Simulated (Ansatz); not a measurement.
What does this script print? It uses Ansatz 0.2.0 through its Python package.

The script reads `c2h7si2.xyz`:
```text
11

C     1.71150    0.48210    1.25270
C     1.59180    0.53160   -0.07290
Si    0.33740   -0.48700   -0.96770
Si   -1.71390    0.08130   -0.28970
H     2.45840    1.09380    1.74610
H     1.07270   -0.16080    1.85090
H     0.56950   -1.91110   -0.68440
H     0.45520   -0.24840   -2.41360
H    -1.94470    1.50490   -0.57600
H    -1.82900   -0.15300    1.15730
H    -2.70880   -0.73350   -1.00260
```

`run_methods.py`
```python
'''One geometry of C2H7Si2, method by method.'''

from pathlib import Path

import ansatz as az
import numpy as np


def main() -> None:
    c2h7si2 = az.Crystal.molecule_from_extxyz('c2h7si2.xyz')

    calc = c2h7si2.calculation()
    calc = calc.basis(gaussian='cc-pVDZ')
    calc = calc.spin('collinear', total=1)

    print('functional    E (Ha)        dipole (D)   HOMO (eV)  LUMO (eV)')
    for name in ['r2scan', 'r2scan0', 'revpbe', 'blyp', 'lda', 'pbe0']:
        rep = calc.functional(name).forces().orbitals().run(threads=1, pin='off', runs_dir='runs').report
        lines = Path(rep['orbitals_path']).read_text().splitlines()
        field_of = lambda key: [line.split('=')[1].strip() for line in lines if line.startswith(key)]
        orbitals = [(27.211386 * float(e), s, float(n)) for e, s, n in zip(field_of('Ene='), field_of('Spin='), field_of('Occup='))]
        homo = max(e for e, _, n in orbitals if n > 0.5)
        lumo = min(e for e, _, n in orbitals if n < 0.5)
        dipole = 4.803205 * np.linalg.norm(rep['charge_distribution']['dipole_moment_e_ang'])
        print(f'{name:10s} {rep["free_energy_ev"] / 27.211386246:14.6f} {dipole:9.3f} {homo:11.3f} {lumo:10.3f}')


if __name__ == '__main__':
    main()
```

Running `python run_methods.py` prints:
```text
functional    E (Ha)        dipole (D)   HOMO (eV)  LUMO (eV)
r2scan        -659.181923     0.833      -6.056     -2.987
r2scan0       -659.170114     0.823      -7.319     -1.979
revpbe        -659.140990     0.833      -5.563     -3.447
blyp          -659.217903     0.802      -5.347     -3.515
lda           -656.162869     0.895      -5.490     -3.984
pbe0          -658.939852     0.831      -6.994     -2.385
```

Reading the output:
- Total energies depend on the basis set; only differences at equal settings carry meaning.
- The geometry is a force-field or estimated start, not a minimum of this method, and the basis set is short of its limit. A lower total doesn't mark the better method: functionals have no common bound, and MP2 and coupled cluster aren't variational.
- The run takes the species as open-shell (spin multiplicity 2), which needn't be its ground state.
- Levels such as HOMO and LUMO are orbital energies: with these approximate functionals they aren't the ionisation energy and electron affinity, and their gap isn't the fundamental gap.
- For Al to Cl the sets with a tight d function, cc-pV(X+d)Z, are usual.
- It ran for 57 s on 1 thread of Arm Neoverse V2, on a shared host, peak memory 0.39 GiB.
